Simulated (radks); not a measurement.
# Br⁹⁺ in [Ar] 3d8: an all-electron calculation

What are the levels of the bromine ion Br9+, how large are its shells, and how does its energy divide?

Program: radks (a radial shooting solver on a logarithmic mesh, Libxc functionals) version 1. Level of theory: Dirac Kohn-Sham, PBE, spin-unpolarised, spherical densities, finite nucleus; open shells fill j = l - 1/2 first. These are calculated values, not measurements, unless marked.

**1. The atom as given**

```
element            : bromine (Z = 35)
charge             : +9
electrons          : 26
configuration      : [Ar] 3d8
nuclear rms radius : 4.1629 fm
```

**2. The calculation**

Settings of this run:

```text
Z 35
configuration [Ar] 3d8 4s0 4p0 4d0 4f0
relativity Dirac
functional pbe,pbe
spin unpolarised
j_filling energy
nucleus finite rms 4.1629 fm
c 137.035999084
```

Q: Predict the outcome of this run.

**Answer**, as computed:

```
                        quantity                    value
                    total energy      -2577.64859 hartree
exchange-correlation share of it                   3.35 %
                            −T/E                   1.0258
          highest occupied level        3d5/2, -246.48 eV
    most extended occupied level  3p3/2, <r> = 0.547 bohr
 radius at density 0.001 e/bohr³                1.73 bohr
    maxima of the radial density                        3
         ionisation energy, NIST          261 (theory) eV
```

What this shows: The radial density shows 3 maxima for 3 occupied principal shells. Relativity lifts −T/E to 1.026. The top level binds by 246.48 eV, 94 % of the NIST ionisation energy of 261 eV. Spin polarisation and multiplet splitting are left out.
